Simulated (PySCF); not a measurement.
# C7H8BN: a tour of settings

Which settings matter for C7H8BN (`[BH3-][n+]1ccccc1C#C`)?

Programs: PySCF 2.14.0, with density-fitted response routines of our own. Each step states its level of theory. These are calculated values for one molecule in the gas phase, unless marked as measured. Atoms count from 0, in the outputs and in this text.

**1. The starting structure**

17 atoms, charge 0, multiplicity 1; geometry from: GFN2-xTB.

Bonds of the start (Å): B0–N1 1.56, N1–C2 1.33, C2–C3 1.38, C3–C4 1.39, C4–C5 1.38, C5–C6 1.39, C6–C7 1.41, C7–C8 1.20, C6–N1 1.34, B0–H9 1.20, B0–H10 1.19, B0–H11 1.20, C2–H12 1.08, C3–H13 1.08, C4–H14 1.08, C5–H15 1.08, C8–H16 1.05.

**2. Indirect couplings: revPBE/STO-3G**

The job: settings as JSON, then the geometry in Å.

```
{"job": {"kind": "j", "xc": "revPBE", "basis": "STO-3G", "scf": {"aux": "def2-universal-jkfit"}}, "charge": 0, "multiplicity": 1}
B     -1.758828     1.168317     0.063197
N     -0.314875     0.612294    -0.108759
C      0.668131     1.380863    -0.566717
C      1.963379     0.932194    -0.736377
C      2.266441    -0.384162    -0.415516
C      1.248850    -1.190152     0.061636
C     -0.033827    -0.663895     0.203870
C     -1.068642    -1.494295     0.692860
C     -1.882050    -2.271183     1.113839
H     -2.037169     1.027696     1.218067
H     -1.761753     2.311447    -0.276203
H     -2.466377     0.482358    -0.615019
H      0.390382     2.396577    -0.803381
H      2.719054     1.603142    -1.112126
H      3.267142    -0.769073    -0.535079
H      1.424415    -2.221142     0.327040
H     -2.631271    -2.908957     1.478758
```

Level: revPBE/STO-3G indirect spin-spin coupling, non-relativistic, gas phase.

Command:

```
$ OMP_NUM_THREADS=1 python probes_run.py task.json out
```

One launch serves the whole session: the jobs run in the order shown.

Log:

```text
final grid: 143632 points
cycle   1  E = -346.6386953776  dE =  1.513e+00  |g| = 2.906e-01  |ddm| = 5.936e+00
cycle   2  E = -346.5690616213  dE =  6.963e-02  |g| = 4.824e-01  |ddm| = 1.445e+00
cycle   3  E = -346.6721639006  dE = -1.031e-01  |g| = 1.001e-01  |ddm| = 1.040e+00
cycle   4  E = -346.6737109693  dE = -1.547e-03  |g| = 8.720e-02  |ddm| = 2.097e-01
cycle   5  E = -346.6756525006  dE = -1.942e-03  |g| = 3.135e-02  |ddm| = 1.173e-01
cycle   6  E = -346.6758915944  dE = -2.391e-04  |g| = 1.175e-02  |ddm| = 4.427e-02
cycle   7  E = -346.6759373280  dE = -4.573e-05  |g| = 2.834e-03  |ddm| = 1.810e-02
cycle   8  E = -346.6759399319  dE = -2.604e-06  |g| = 5.399e-04  |ddm| = 4.338e-03
cycle   9  E = -346.6759400158  dE = -8.393e-08  |g| = 1.807e-04  |ddm| = 9.088e-04
cycle  10  E = -346.6759400249  dE = -9.060e-09  |g| = 9.020e-05  |ddm| = 3.732e-04
cycle  11  E = -346.6759400279  dE = -2.997e-09  |g| = 1.578e-05  |ddm| = 1.588e-04
cycle  12  E = -346.6759400280  dE = -7.469e-11  |g| = 1.141e-05  |ddm| = 4.380e-05
converged SCF energy = -346.6759400280

Indirect spin-spin couplings (Hz)
  i      j    bonds     total        FC       PSO       DSO        SD
  0 B    1 N    1     -7.471    -7.972     0.735    -0.122    -0.113
  0 B    2 C    2     -0.450    -0.299    -0.207    -0.023     0.078
  0 B    3 C    3      0.992     1.067     0.030    -0.098    -0.006
  0 B    4 C    4     -0.612    -0.558    -0.051    -0.092     0.089
  0 B    5 C    3      0.730     0.789     0.040    -0.099    -0.000
  0 B    6 C    2     -0.920    -0.766    -0.213     0.002     0.057
  0 B    7 C    3      0.580     0.508     0.020     0.075    -0.022
  0 B    8 C    4     -0.187    -0.126    -0.049    -0.023     0.010
  0 B    9 H    1    119.626   119.116    -0.725     0.897     0.338
  0 B   10 H    1    124.790   124.271    -0.697     0.838     0.378
  0 B   11 H    1    119.682   119.173    -0.725     0.897     0.338
  0 B   12 H    3      0.656     0.763    -0.213     0.136    -0.029
  0 B   13 H    4     -0.422    -0.085     0.047    -0.387     0.004
  0 B   15 H    4     -0.367    -0.015     0.070    -0.423     0.001
  1 N    9 H    2      1.748     1.881    -0.053    -0.080         -
  1 N   10 H    2      0.747     0.711     0.090    -0.055         -
  1 N   11 H    2      1.742     1.874    -0.052    -0.080         -
  1 N   12 H    2     -2.026    -2.761     0.681     0.053         -
  1 N   13 H    3     -1.265    -1.517     0.067     0.186         -
  1 N   14 H    4      0.587     0.427    -0.002     0.163         -
  1 N   15 H    3     -0.992    -1.237     0.063     0.182         -
  1 N   16 H    4      0.748     0.515     0.130     0.104         -
  2 C    9 H    3      5.551     5.817    -0.032    -0.234         -
  2 C   10 H    3      3.839     3.849    -0.196     0.186         -
  2 C   11 H    3      5.557     5.823    -0.032    -0.234         -
  2 C   12 H    1    139.803   138.869    -0.249     1.183         -
  2 C   13 H    2     -0.292     0.959    -0.994    -0.257         -
  2 C   14 H    3      3.704     4.188    -0.005    -0.479         -
  2 C   15 H    4     -1.533    -1.138     0.041    -0.436         -
  3 C    9 H    4     -2.582    -2.335     0.004    -0.251         -
  3 C   11 H    4     -2.574    -2.327     0.004    -0.251         -
  3 C   12 H    2     -0.986     0.257    -0.945    -0.298         -
  3 C   13 H    1    132.137   131.458    -0.360     1.038         -
  3 C   14 H    2     -2.566    -1.271    -0.973    -0.323         -
  3 C   15 H    3      4.129     4.646    -0.026    -0.492         -
  3 C   16 H    6     -0.744    -0.547     0.034    -0.231         -
  4 C    9 H    5      4.003     4.232    -0.004    -0.226         -
  4 C   10 H    5     -0.256    -0.007    -0.005    -0.245         -
  4 C   11 H    5      3.994     4.224    -0.004    -0.226         -
  4 C   12 H    3      3.731     4.254    -0.026    -0.496         -
  4 C   13 H    2     -3.047    -1.732    -0.986    -0.329         -
  4 C   14 H    1    130.520   129.900    -0.405     1.025         -
  4 C   15 H    2     -3.154    -1.823    -1.021    -0.310         -
  5 C    9 H    4     -2.839    -2.644     0.018    -0.213         -
  5 C   10 H    4      0.630     0.904     0.020    -0.295         -
  5 C   11 H    4     -2.832    -2.637     0.018    -0.213         -
  5 C   12 H    4     -1.741    -1.357     0.065    -0.448         -
  5 C   13 H    3      4.059     4.579    -0.025    -0.494         -
  5 C   14 H    2     -2.357    -1.031    -1.020    -0.306         -
  5 C   15 H    1    132.596   131.903    -0.416     1.108         -
  5 C   16 H    4     -1.784    -1.370    -0.167    -0.246         -
  6 C    9 H    3      4.689     4.728    -0.144     0.104         -
  6 C   10 H    3      4.849     5.155     0.024    -0.331         -
  6 C   11 H    3      4.704     4.742    -0.144     0.105         -
  6 C   12 H    3      5.082     5.654    -0.056    -0.516         -
  6 C   13 H    4     -1.530    -1.213     0.077    -0.394         -
  6 C   14 H    3      4.278     4.680     0.018    -0.420         -
  6 C   15 H    2     -0.759     0.258    -0.896    -0.121         -
  6 C   16 H    3      2.715     3.082     0.033    -0.400         -
  7 C    9 H    4     -1.731    -2.095     0.050     0.314         -
  7 C   10 H    4     -0.366    -0.256     0.087    -0.197         -
  7 C   11 H    4     -1.727    -2.091     0.050     0.314         -
  7 C   13 H    5      0.500     0.720     0.090    -0.310         -
  7 C   15 H    3      2.352     2.127     0.032     0.194         -
  7 C   16 H    2     19.991    17.931     3.167    -1.107         -
  8 C    9 H    5      1.291     1.474    -0.226     0.042         -
  8 C   11 H    5      1.289     1.472    -0.226     0.042         -
  8 C   13 H    6     -0.689    -0.461     0.042    -0.271         -
  8 C   14 H    5      0.172     0.405     0.010    -0.243         -
  8 C   15 H    4     -0.805    -0.511    -0.237    -0.057         -
  8 C   16 H    1    191.303   192.052    -1.492     0.743         -
  9 H   10 H    2    -12.606   -11.563     0.167    -1.209         -
  9 H   11 H    2    -29.467   -28.643     0.132    -0.955         -
  9 H   12 H    4     -2.794    -2.205     0.110    -0.699         -
  9 H   14 H    6     -3.066    -2.212     0.200    -1.054         -
  9 H   16 H    6     -1.275    -0.868    -0.084    -0.323         -
 10 H   11 H    2    -12.575   -11.532     0.166    -1.209         -
 10 H   12 H    4      1.436    -0.211    -0.482     2.129         -
 10 H   13 H    5     -0.571    -0.012     0.129    -0.688         -
 10 H   14 H    6     -0.877     0.001     0.200    -1.078         -
 10 H   15 H    5     -0.634     0.375     0.255    -1.264         -
 10 H   16 H    6     -0.873    -0.123     0.097    -0.846         -
 11 H   12 H    4     -2.793    -2.203     0.110    -0.700         -
 11 H   14 H    6     -3.062    -2.208     0.200    -1.054         -
 11 H   16 H    6     -1.273    -0.866    -0.084    -0.323         -
 12 H   13 H    3      3.542     4.080    -0.213    -0.325         -
 12 H   14 H    4     -0.498     1.082     0.273    -1.854         -
 12 H   15 H    5     -0.777     0.796     0.333    -1.906         -
 12 H   16 H    6     -0.984    -0.148     0.118    -0.955         -
 13 H   14 H    3      4.416     5.087    -0.182    -0.489         -
 13 H   15 H    4     -0.472     1.118     0.272    -1.862         -
 13 H   16 H    7     -0.486     0.292     0.123    -0.901         -
 14 H   15 H    3      4.663     5.288    -0.213    -0.411         -
 14 H   16 H    6     -0.920    -0.181     0.098    -0.837         -
 15 H   16 H    5     -0.303     0.384    -0.063    -0.624         -
```

It took 28 s on 1 thread, shared host.

This basis has no tight s functions, so the Fermi-contact terms are rough.

A choice of the couplings up to four bonds, sorted by the number of bonds, with means over like pairs; isotopes 11B, 13C, 1H, 15N:

```
   pair  bonds  J (Hz)  Fermi contact (Hz)  dihedral (°)
 C8–H16      1   191.3               192.1             –
 C2–H12      1   139.8               138.9             –
 C5–H15      1   132.6               131.9             –
 C3–H13      1   132.1               131.5             –
 C4–H14      1   130.5               129.9             –
  B0–H9      1   121.4               120.9             –
  B0–N1      1    -7.5                -8.0             –
 C7–H16      2    20.0                17.9             –
 H9–H10      2   -18.2               -17.2             –
 C4–H15      2    -3.2                -1.8             –
 C4–H13      2    -3.0                -1.7             –
 C3–H14      2    -2.6                -1.3             –
 C5–H14      2    -2.4                -1.0             –
 N1–H12      2    -2.0                -2.8             –
  N1–H9      2     1.4                 1.5             –
 C6–H12      3     5.1                 5.7           180
  C2–H9      3     5.0                 5.2             –
  C6–H9      3     4.7                 4.9             –
H14–H15      3     4.7                 5.3             0
H13–H14      3     4.4                 5.1             0
 C6–H14      3     4.3                 4.7          -180
 C3–H15      3     4.1                 4.6           180
 C5–H13      3     4.1                 4.6           180
 C4–H12      3     3.7                 4.3           180
 C5–H16      4    -1.8                -1.4             –
 C5–H12      4    -1.7                -1.4             –
  C3–H9      4    -1.7                -1.6             –
  C5–H9      4    -1.7                -1.5             –
 C2–H15      4    -1.5                -1.1             –
 C6–H13      4    -1.5                -1.2             –
 H9–H12      4    -1.4                -1.5             –
  C7–H9      4    -1.3                -1.5             –
```

The spin-dipole term was solved for some atoms only; pairs without it lack that part.

The response was solved for the nuclei of B, H alone, so couplings that need other nuclei can be missing.

Quadrupole couplings from the field gradients of the same density:

```
atom  isotope  eQq/h (MHz)     η
  B0      11B        2.522  0.13
  N1      14N        2.471  0.22
```

**3. Spin-spin couplings: BLYP/SBKJC-VDZ**

The job, as its differences from that of step 2:

```diff
@@ -1,4 +1,4 @@
-{"job": {"kind": "j", "xc": "revPBE", "basis": "STO-3G", "scf": {"aux": "def2-universal-jkfit"}}, "charge": 0, "multiplicity": 1}
+{"job": {"kind": "j", "xc": "BLYP", "basis": "SBKJC-VDZ", "scf": {"guess": "1e", "max_cycle": 51}}, "charge": 0, "multiplicity": 1}
 B     -1.758828     1.168317     0.063197
-N     -0.314875     0.612294    -0.108759
+N      0.118311     0.445487    -0.160346
 C      0.668131     1.380863    -0.566717
```

Level: BLYP/SBKJC-VDZ indirect spin-spin coupling, non-relativistic, gas phase.

Log:

```text
final grid: 143632 points
cycle   1  E = 73.5322642095  dE =  7.581e+01  |g| = 7.182e+00  |ddm| = 4.033e+03
cycle   2  E = 18.6721833057  dE = -5.486e+01  |g| = 7.574e+00  |ddm| = 4.106e+03
cycle   3  E = -31.7414054416  dE = -5.041e+01  |g| = 5.508e+00  |ddm| = 1.421e+02
cycle   4  E = -18.4072516441  dE =  1.333e+01  |g| = 7.577e+00  |ddm| = 2.451e+02
cycle   5  E = -53.0811375035  dE = -3.467e+01  |g| = 2.581e+00  |ddm| = 2.540e+02
cycle   6  E = -54.2481349882  dE = -1.167e+00  |g| = 1.805e+00  |ddm| = 1.105e+01
cycle   7  E = -52.8033584496  dE =  1.445e+00  |g| = 2.521e+00  |ddm| = 1.495e+01
cycle   8  E = -56.1556640624  dE = -3.352e+00  |g| = 7.852e-01  |ddm| = 1.553e+01
cycle   9  E = -56.1956576613  dE = -3.999e-02  |g| = 7.379e-01  |ddm| = 4.208e+00
cycle  10  E = -56.3707527445  dE = -1.751e-01  |g| = 1.104e-01  |ddm| = 2.524e+00
cycle  11  E = -56.3715011576  dE = -7.484e-04  |g| = 1.091e-01  |ddm| = 5.829e-01
cycle  12  E = -56.3741885702  dE = -2.687e-03  |g| = 5.615e-02  |ddm| = 3.877e-01
cycle  13  E = -56.3750929704  dE = -9.044e-04  |g| = 1.235e-02  |ddm| = 1.724e-01
cycle  14  E = -56.3751518020  dE = -5.883e-05  |g| = 3.968e-03  |ddm| = 7.503e-02
cycle  15  E = -56.3751562248  dE = -4.423e-06  |g| = 1.777e-03  |ddm| = 4.016e-02
cycle  16  E = -56.3751571434  dE = -9.187e-07  |g| = 5.326e-04  |ddm| = 1.427e-02
cycle  17  E = -56.3751572233  dE = -7.988e-08  |g| = 1.458e-04  |ddm| = 2.469e-03
cycle  18  E = -56.3751572255  dE = -2.176e-09  |g| = 1.458e-04  |ddm| = 1.228e-03
cycle  19  E = -56.3751572312  dE = -5.685e-09  |g| = 4.676e-05  |ddm| = 6.224e-04
cycle  20  E = -56.3751572318  dE = -6.562e-10  |g| = 6.042e-06  |ddm| = 1.466e-04
converged SCF energy = -56.3751572318

Indirect spin-spin couplings (Hz)
  i      j    bonds     total        FC       PSO       DSO        SD
  0 B    1 N    1     -0.832     0.000    -0.260    -0.078    -0.493
  0 B    2 C    2     -0.027     0.000    -0.085     0.052     0.006
  0 B    3 C    3     -0.010     0.000     0.021    -0.047     0.016
  0 B    5 C    3      0.064     0.000     0.078    -0.048     0.033
  0 B    6 C    2      0.024     0.000    -0.044     0.065     0.002
  0 B    7 C    3      0.065     0.000     0.017     0.064    -0.016
  0 B    9 H    1     -0.214    -0.008    -1.090     0.510     0.375
  0 B   10 H    1     -0.257     0.010    -1.123     0.501     0.355
  0 B   11 H    1     -0.214    -0.008    -1.090     0.509     0.375
  0 B   12 H    3     -0.005    -0.002    -0.151     0.156    -0.008
  1 N    9 H    2     -0.129     0.000    -0.057    -0.072         -
  1 N   10 H    2     -0.062     0.000    -0.009    -0.053         -
  1 N   11 H    2     -0.129     0.000    -0.057    -0.072         -
  1 N   12 H    2      0.819    -0.003     0.734     0.087         -
  1 N   13 H    3      0.091     0.001    -0.039     0.130         -
  1 N   15 H    3      0.111     0.001    -0.011     0.121         -
  2 C    9 H    3     -0.163    -0.000    -0.090    -0.073         -
  2 C   10 H    3      0.146    -0.001    -0.027     0.173         -
  2 C   11 H    3     -0.163    -0.000    -0.090    -0.073         -
  2 C   12 H    1      1.559     0.014     0.596     0.949         -
  2 C   13 H    2     -0.972     0.002    -0.893    -0.081         -
  2 C   14 H    3     -0.377    -0.001    -0.078    -0.298         -
  2 C   15 H    4     -0.288    -0.001     0.058    -0.345         -
  2 C   16 H    5     -0.201    -0.000    -0.020    -0.181         -
  3 C   12 H    2     -1.146     0.002    -0.983    -0.166         -
  3 C   13 H    1      0.657     0.025    -0.143     0.776         -
  3 C   14 H    2     -1.253     0.003    -1.118    -0.137         -
  3 C   15 H    3     -0.144    -0.001     0.141    -0.284         -
  4 C   12 H    3     -0.307    -0.001     0.003    -0.309         -
  4 C   13 H    2     -1.175     0.002    -1.024    -0.153         -
  4 C   14 H    1      0.992     0.029     0.243     0.720         -
  4 C   15 H    2     -1.182     0.002    -1.042    -0.142         -
  5 C   13 H    3     -0.144    -0.001     0.142    -0.285         -
  5 C   14 H    2     -1.270     0.003    -1.145    -0.128         -
  5 C   15 H    1      0.607     0.027    -0.223     0.802         -
  5 C   16 H    4     -0.288     0.000    -0.144    -0.144         -
  6 C    9 H    3      0.050    -0.000    -0.076     0.127         -
  6 C   10 H    3     -0.172    -0.000    -0.046    -0.126         -
  6 C   11 H    3      0.051    -0.000    -0.076     0.127         -
  6 C   12 H    3     -0.591    -0.001    -0.188    -0.402         -
  6 C   13 H    4     -0.237     0.000     0.086    -0.323         -
  6 C   14 H    3     -0.320    -0.001    -0.050    -0.269         -
  6 C   15 H    2     -0.891     0.001    -0.876    -0.016         -
  6 C   16 H    3     -0.132    -0.000     0.041    -0.172         -
  7 C    9 H    4      0.243     0.001     0.046     0.196         -
  7 C   11 H    4      0.243     0.001     0.046     0.196         -
  7 C   15 H    3      0.195    -0.001     0.079     0.116         -
  7 C   16 H    2      2.284     0.012     2.794    -0.522         -
  8 C   15 H    4     -0.269     0.001    -0.235    -0.035         -
  8 C   16 H    1     -0.217     0.026    -0.708     0.465         -
  9 H   10 H    2     -6.229    -5.613    -0.081    -0.536         -
  9 H   11 H    2     -9.229    -8.774    -0.003    -0.451         -
  9 H   13 H    5     -0.423    -0.038     0.274    -0.659         -
  9 H   14 H    6     -0.516    -0.121     0.277    -0.671         -
  9 H   15 H    5     -0.331    -0.027     0.295    -0.599         -
  9 H   16 H    6     -0.643    -0.381    -0.029    -0.233         -
 10 H   11 H    2     -6.221    -5.604    -0.081    -0.536         -
 10 H   13 H    5     -0.262    -0.043     0.248    -0.467         -
 10 H   14 H    6     -0.346     0.049     0.292    -0.688         -
 10 H   15 H    5     -0.488    -0.059     0.337    -0.766         -
 10 H   16 H    6     -0.583    -0.216     0.116    -0.483         -
 11 H   13 H    5     -0.423    -0.038     0.275    -0.660         -
 11 H   14 H    6     -0.515    -0.121     0.277    -0.671         -
 11 H   15 H    5     -0.331    -0.028     0.296    -0.599         -
 11 H   16 H    6     -0.644    -0.382    -0.029    -0.233         -
 12 H   13 H    3      0.916     1.346    -0.077    -0.352         -
 12 H   15 H    5      0.746     1.506     0.493    -1.253         -
 12 H   16 H    6     -0.496    -0.078     0.179    -0.596         -
 13 H   14 H    3      5.631     6.175    -0.095    -0.449         -
 13 H   15 H    4     -0.928    -0.191     0.427    -1.164         -
 14 H   15 H    3      5.863     6.387    -0.125    -0.399         -
 14 H   16 H    6     -0.505    -0.135     0.171    -0.540         -
 15 H   16 H    5     -0.176     0.235    -0.033    -0.379         -
```

It took 60 s on 1 thread, shared host.

It converged, yet the result is unsound: one atom of the first bond was moved so that the bond is 1.3 times as long; the basis SBKJC-VDZ leaves the core to a potential or lacks core functions, which properties at the nuclei need. Its HOMO lies at -5.64 eV, against -4.10 eV in step 2 (revPBE/STO-3G), a different level, so the two don't compare directly.

(Part 1 of 2 ends here.)
